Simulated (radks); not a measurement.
**The Coulomb parameter U of the 4d shell of Mo**

Aim: U as the second difference [E(n + 0.5) + E(n − 0.5) − 2E(n)]/0.5², with all orbitals relaxed. Bare: the atom's charge changes with n. Screened: the 5s shell takes up the change. The start is a model configuration, not necessarily the ground state.

The numbers are computed with radks (a radial shooting solver on a logarithmic mesh, Libxc functionals) version 1 (scalar-relativistic Kohn-Sham, r2SCAN, spin-unpolarised, spherical densities, finite nucleus), except any that are marked as measured or tabulated.

## (1) The atom as given

| Quantity | Value |
| --- | --- |
| element | molybdenum (Z = 42) |
| charge | 0 |
| electrons | 42 |
| configuration | [Kr] 4d4.5 5s1.5 |
| nuclear rms radius | 4.4091 fm |

## (2) Start: [Kr] 4d4.5 5s1.5

Settings of this run:

```text
Z 42
configuration [Kr] 4d4.5 5s1.5
relativity scalar-relativistic
functional r2scan,r2scan
spin unpolarised
nucleus finite rms 4.4091 fm
c 137.035999084
```

## (3) Bare +0.5: [Kr] 4d5 5s1.5

Settings, as their differences from step 2:

```diff
@@ -1,3 +1,3 @@
 Z 42
-configuration [Kr] 4d4.5 5s1.5
+configuration [Kr] 4d5 5s1.5
 relativity scalar-relativistic
```

## (4) Bare -0.5: [Kr] 4d4 5s1.5

Settings, as their differences from step 3:

```diff
@@ -1,3 +1,3 @@
 Z 42
-configuration [Kr] 4d5 5s1.5
+configuration [Kr] 4d4 5s1.5
 relativity scalar-relativistic
```

## (5) Screened +0.5: [Kr] 4d5 5s1

Settings, as their differences from step 4:

```diff
@@ -1,3 +1,3 @@
 Z 42
-configuration [Kr] 4d4 5s1.5
+configuration [Kr] 4d5 5s1
 relativity scalar-relativistic
```

## (6) Screened -0.5: [Kr] 4d4 5s2

Settings, as their differences from step 5:

```diff
@@ -1,3 +1,3 @@
 Z 42
-configuration [Kr] 4d5 5s1
+configuration [Kr] 4d4 5s2
 relativity scalar-relativistic
```

**Question.** What will these runs give?

As calculated:

```
                  quantity  value (eV)
                   U, bare       8.221
         U, screened by 5s       0.917
F0(4d,4d), frozen orbitals      13.023
```

What this shows: Relaxing the orbitals brings U down to 63 % of the Slater integral F0. Letting 5s compensate leaves 11 % of the bare value; this second difference measures U(4d,4d) + U(5s,5s) − 2U(4d,5s). The step up makes a negative ion, whose loosely bound charge lowers the bare value. A solid screens further than the bare atom, so the bare value is an upper guide for the U of a crystal.
